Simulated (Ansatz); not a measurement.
# One shape, several levels: doublet C2H7AlO+

Wanted: a comparison of 6 runs (U-wB97X/6-31G*, UB3LYP/6-31G*, UBHLYP/6-31G*, UPBE0/6-31G*, USVWN5/6-31G*, UBCCD(T)/6-31G*) of doublet C2H7AlO+. 

Program for the calculation: Ansatz 0.2.0.

61 further runs of the same task are left out: 61 set aside as unsound or not needed.

## (1) The system as given

The species is C2H7AlO+ (11 atoms), meant as a doublet with charge +1. SMILES of the parent species: `C[CH2][AlH][OH]`. The shape is that of a PBE0-D4/def2-TZVP optimisation. This is one conformer, not always the lowest. That shape belongs to the parent species and isn't relaxed for this state.

Bond lengths: C1–C2 1.529 Å, C2–Al3 1.957 Å, Al3–O4 1.701 Å, C1–H5 1.094 Å, C1–H6 1.094 Å, C1–H7 1.094 Å, C2–H8 1.098 Å, C2–H9 1.098 Å, Al3–H10 1.582 Å, O4–H11 0.956 Å. Some angles: C1–C2–Al3 116.3°, C2–Al3–O4 121.1°, C1–C2–H8 110.2°, C1–C2–H9 110.2°, Al3–C2–H8 107.6°, Al3–C2–H9 107.6°, C2–C1–H5 111.7°, C2–C1–H6 112.3°, C2–C1–H7 111.7°, C2–Al3–H10 123.9°.

## (2) A single-point energy at U-wB97X/6-31G(d) (spherical functions) (run 1)

File run.yaml:

```yaml
basis:
  gaussian:
    orbitals: 6-31G_st_-spherical.json
crystal:
  periodic: [false, false, false]
  atoms:
    - symbol: C
      position_ang: [-1.111600, 0.829400, 0.106400]
    - symbol: C
      position_ang: [0.175900, 0.388000, 0.802000]
    - symbol: Al
      position_ang: [1.254500, -0.947900, -0.137800]
    - symbol: O
      position_ang: [0.762600, -1.576800, -1.639300]
    - symbol: H
      position_ang: [-1.791000, -0.011900, -0.058700]
    - symbol: H
      position_ang: [-1.662600, 1.575000, 0.687600]
    - symbol: H
      position_ang: [-0.910600, 1.273300, -0.872900]
    - symbol: H
      position_ang: [-0.049300, -0.010000, 1.800700]
    - symbol: H
      position_ang: [0.818800, 1.256800, 0.997900]
    - symbol: H
      position_ang: [2.622300, -1.522700, 0.412400]
    - symbol: H
      position_ang: [-0.043800, -1.310100, -2.077800]
total_charge: 1
magnetization:
  spin_polarized: true
  initial_magnetization: 1
hamiltonian:
  xc: {name: wB97X}
accuracy: high
output:
  orbitals: {seedname: orbitals}
```

The basis set 6-31G* is read from a file made from the Basis Set Exchange's data (not shown).

On the command line:

```bash
ansatz run run.yaml --threads 1 --pin off --max-ram 3480MiB --events-out events.jsonl --progress --plain --runs-dir runs
```

Standard output:

```text
Warning: RAYON_NUM_THREADS=1 ignored (pool sized by the plan → 1); use --threads N
Functional definition: wB97X
  name "wB97X"
  parameter omega = 0.3/bohr
  parameter cx = 0.157706
  parameter cx1 = 0.726479
  parameter cx2 = 1.04760
  parameter cx3 = -5.70635
  parameter cx4 = 13.2794
  parameter css1 = -4.33879
  parameter css2 = 18.2308
  parameter css3 = -31.7430
  parameter css4 = 17.2901
  parameter cos1 = 2.37031
  parameter cos2 = -11.3995
  parameter cos3 = 6.58405
  parameter cos4 = -3.78132
  exchange = spin_sum(e_x_unif_sr(omega)*poly(b97_u_x, 1 - cx, cx1, cx2, cx3, cx4)) + cx*exact_x_sr(omega)
      + exact_x_lr(omega)
  correlation = spin_sum(e_c_pw_same_spin*poly(b97_u_same, 1, css1, css2, css3, css4))
      + integral(e_c_pw_opposite_spin*poly(b97_u_opposite, 1, cos1, cos2, cos3, cos4))
1779 factors; integrals over basis functions are off by at most 3.5e-9 eV
383 factors; integrals over basis functions are off by at most 2.4e-9 eV
mean field evaluation 1: about -10809.0740 eV, gradient 5.5e1 eV
mean field evaluation 2: about -10791.7534 eV, gradient 8.3e1 eV
mean field evaluation 4: about -10821.5194 eV, gradient 3.3e0 eV
mean field evaluation 8: about -10821.7837 eV, gradient 4.5e-1 eV
mean field evaluation 16: about -10821.7952 eV, gradient 5.8e-3 eV
mean field evaluation 32: about -10821.7952 eV, gradient 1.2e-6 eV
mean field -10821.79519303 eV, -397.6936380676 hartree, gradient 4.2e-8 eV, S^2 0.759616; 0 other end points of the search recorded, 0 dependent functions left out
reference -10821.79518934 eV, -397.6936379319 hartree; 20, 19 occupied and 54, 55 virtual orbitals, 1779 factors
Total energy: -10821.79518934 eV, -397.6936379319 hartree
```

It took 58 s on 1 thread of Arm Neoverse V2, shared host; peak memory 0.84 GiB.

## (3) A single-point energy at UB3LYP/6-31G(d) (spherical functions) (run 2)

File input.yaml:

```yaml
crystal:
  periodic: [false, false, false]
  atoms:
    - {symbol: C, position_ang: [-1.111600, 0.829400, 0.106400]}
    - {symbol: C, position_ang: [0.175900, 0.388000, 0.802000]}
    - {symbol: Al, position_ang: [1.254500, -0.947900, -0.137800]}
    - {symbol: O, position_ang: [0.762600, -1.576800, -1.639300]}
    - {symbol: H, position_ang: [-1.791000, -0.011900, -0.058700]}
    - {symbol: H, position_ang: [-1.662600, 1.575000, 0.687600]}
    - {symbol: H, position_ang: [-0.910600, 1.273300, -0.872900]}
    - {symbol: H, position_ang: [-0.049300, -0.010000, 1.800700]}
    - {symbol: H, position_ang: [0.818800, 1.256800, 0.997900]}
    - {symbol: H, position_ang: [2.622300, -1.522700, 0.412400]}
    - {symbol: H, position_ang: [-0.043800, -1.310100, -2.077800]}
basis:
  gaussian:
    orbitals: 6-31G_st_-spherical.json
total_charge: 1
magnetization:
  spin_polarized: true
  initial_magnetization: 1
hamiltonian:
  xc: {name: B3LYP}
accuracy: high
output:
  orbitals: {seedname: orbitals}
```

The basis set 6-31G* is read from a file made from the Basis Set Exchange's data (not shown).

On the command line:

```bash
ansatz run input.yaml --threads 1 --pin off --max-ram 3480MiB --events-out events.jsonl --progress --plain --runs-dir runs
```

Standard output:

```text
Warning: RAYON_NUM_THREADS=1 ignored (pool sized by the plan → 1); use --threads N
Functional definition: B3LYP
  name "B3LYP"
  parameter a0 = 0.2
  parameter ax = 0.72
  parameter ac = 0.81
  exchange = (1 - a0 - ax)*slater_x + ax*b88_x + a0*exact_x
  correlation = (1 - ac)*vwn_rpa_c + ac*lyp_c
1779 factors; integrals over basis functions are off by at most 3.5e-9 eV
mean field evaluation 1: about -10799.8485 eV, gradient 7.2e1 eV
mean field evaluation 2: about -10700.8558 eV, gradient 1.4e2 eV
mean field evaluation 4: about -10821.7633 eV, gradient 1.8e1 eV
mean field evaluation 8: about -10823.7620 eV, gradient 1.2e0 eV
mean field evaluation 16: about -10823.9594 eV, gradient 7.8e-3 eV
mean field evaluation 32: about -10822.3861 eV, gradient 1.3e1 eV
mean field -10823.95935920 eV, -397.7731697075 hartree, gradient 9.8e-8 eV, S^2 0.757301; 2 other end points of the search recorded, 0 dependent functions left out
reference -10823.95940072 eV, -397.7731712332 hartree; 20, 19 occupied and 54, 55 virtual orbitals, 1779 factors
Total energy: -10823.95940072 eV, -397.7731712332 hartree
```

It took 13 s on 1 thread of Arm Neoverse V2, shared host; peak memory 0.35 GiB.

Run 3 isn't shown in full; the table further down has it.

## (4) A single-point energy at UPBE0/6-31G(d) (spherical functions) (run 4)

Edit input.yaml of step 3 so:

```diff
@@ -1 +1,4 @@
+basis:
+  gaussian:
+    orbitals: 6-31G_st_-spherical.json
 crystal:
@@ -14,5 +17,2 @@
     - {symbol: H, position_ang: [-0.043800, -1.310100, -2.077800]}
-basis:
-  gaussian:
-    orbitals: 6-31G_st_-spherical.json
 total_charge: 1
@@ -22,3 +22,3 @@
 hamiltonian:
-  xc: {name: B3LYP}
+  xc: {name: PBE0}
 accuracy: high
```

The basis set 6-31G* is read from a file made from the Basis Set Exchange's data (not shown).

On the command line:

```bash
ansatz run input.yaml --threads 1 --pin off --max-ram 3480MiB --events-out events.jsonl --progress --plain --runs-dir runs
```

Standard output:

```text
Warning: RAYON_NUM_THREADS=1 ignored (pool sized by the plan → 1); use --threads N
Functional definition: PBE0
  name "PBE0"
  parameter a = 0.25
  parameter kappa = 0.804
  parameter beta = 0.06672455060314922
  exchange = (1 - a)*pbe_x(kappa = kappa, mu = beta*pi^2/3) + a*exact_x
  correlation = pbe_c(beta = beta)
1779 factors; integrals over basis functions are off by at most 3.5e-9 eV
mean field evaluation 1: about -10794.4990 eV, gradient 6.7e1 eV
mean field evaluation 2: about -10718.8960 eV, gradient 1.3e2 eV
mean field evaluation 4: about -10813.9731 eV, gradient 1.2e1 eV
mean field evaluation 8: about -10815.1018 eV, gradient 3.4e-1 eV
mean field evaluation 16: about -10815.1257 eV, gradient 1.4e-3 eV
mean field evaluation 32: about -10813.5996 eV, gradient 1.3e1 eV
mean field -10815.12574779 eV, -397.4485404756 hartree, gradient 9.8e-8 eV, S^2 0.758493; 2 other end points of the search recorded, 0 dependent functions left out
reference -10815.12575097 eV, -397.4485405925 hartree; 20, 19 occupied and 54, 55 virtual orbitals, 1779 factors
Total energy: -10815.12575097 eV, -397.4485405925 hartree
```

Wall time 11 s (1 thread of Arm Neoverse V2, shared host); peak memory 0.35 GiB.

Run 5 isn't shown in full; the table further down has it.

## (5) The energy at UBCCD(T)/6-31G(d) (spherical functions) (run 6)

File molecule.yaml:

```yaml
crystal:
  periodic: [false, false, false]
  atoms:
    - {symbol: C, position_ang: [-1.111600, 0.829400, 0.106400]}
    - {symbol: C, position_ang: [0.175900, 0.388000, 0.802000]}
    - {symbol: Al, position_ang: [1.254500, -0.947900, -0.137800]}
    - {symbol: O, position_ang: [0.762600, -1.576800, -1.639300]}
    - {symbol: H, position_ang: [-1.791000, -0.011900, -0.058700]}
    - {symbol: H, position_ang: [-1.662600, 1.575000, 0.687600]}
    - {symbol: H, position_ang: [-0.910600, 1.273300, -0.872900]}
    - {symbol: H, position_ang: [-0.049300, -0.010000, 1.800700]}
    - {symbol: H, position_ang: [0.818800, 1.256800, 0.997900]}
    - {symbol: H, position_ang: [2.622300, -1.522700, 0.412400]}
    - {symbol: H, position_ang: [-0.043800, -1.310100, -2.077800]}
basis:
  gaussian:
    orbitals: 6-31G_st_-spherical.json
correlation:
  method: bccd_t
  frozen_orbitals: {Al: 5, C: 1, H: 0, O: 1}
magnetization:
  spin_polarized: true
  initial_magnetization: 1
accuracy: high
scf:
  omitted_lower_state_checks: [cluster_reference, increment]
total_charge: 1
```

The basis set 6-31G* is read from a file made from the Basis Set Exchange's data (not shown).

On the command line:

```bash
ansatz run molecule.yaml --threads 1 --pin off --max-ram 3480MiB --events-out events.jsonl --progress --plain --runs-dir runs
```

Standard output, cut to the lines that bear on the results:

```text
Warning: RAYON_NUM_THREADS=1 ignored (pool sized by the plan → 1); use --threads N
Functional definition: HF
  name "HF"
[...]
1779 factors; integrals over basis functions are off by at most 3.5e-9 eV
[...]
mean field -10783.30584826 eV, -396.2791807365 hartree, gradient 9.0e-8 eV, S^2 0.771891; 4 other end points of the search recorded, 0 dependent functions left out
8 core orbitals not correlated: weight in the atoms' cores, before any rotation towards them, 1.000 or more for the frozen orbitals, at most 0.000 for the correlated occupied ones
reference -10783.30584826 eV, -396.2791807365 hartree; 12, 11 occupied and 54, 55 virtual orbitals, 1779 factors
second order -12.96965392 eV of doubles, -0.00000000 eV of singles
cycle   1  -13.63031300 eV  change   -6.6e-1 eV  update   1.1e-1
[...]
cycle  32  -14.16954150 eV  change    1.1e-9 eV  update   2.6e-9
perturbative correction -0.40699383 eV, -0.0149567475 hartree
Total energy: -10797.88238360 eV, -396.8148585297 hartree
Checks for a lower state left out: cluster_reference, increment
```

Run time: 44 s. Hardware: 1 thread of Arm Neoverse V2, shared host; peak memory 0.82 GiB.

## (6) Overview of the runs

```csv
run,level,frozen core orbitals,energy (Eh),HOMO energy (eV),LUMO energy (eV),⟨S²⟩,wall time
1,U-wB97X/6-31G* (spherical functions),–,-397.693638,-16.83,-9.73,0.760,58 s
2,UB3LYP/6-31G* (spherical functions),–,-397.773171,-14.19,-11.86,0.757,13 s
3,UBHLYP/6-31G* (spherical functions),–,-397.652561,-15.79,-10.83,0.765,12 s
4,UPBE0/6-31G* (spherical functions),–,-397.448541,-14.44,-11.67,0.758,11 s
5,USVWN5/6-31G* (spherical functions),–,-395.378389,-13.02,-12.39,0.752,6.6 s
6,UBCCD(T)/6-31G* (spherical functions),8,-396.814859,–,–,0.772,44 s
```

## (7) Results

```
                                          quantity          value
                               run 6: total energy  -396.81486 Eh
run 6: correlation energy (8 core orbitals frozen)     -535.7 mEh
                             run 6: (T) correction     -14.96 mEh
          run 6: ⟨S²⟩ of the reference determinant          0.772
```

What this shows: Totals of different functionals can't be ranked against each other. All runs together took 2.4 min, the longest 58 s.
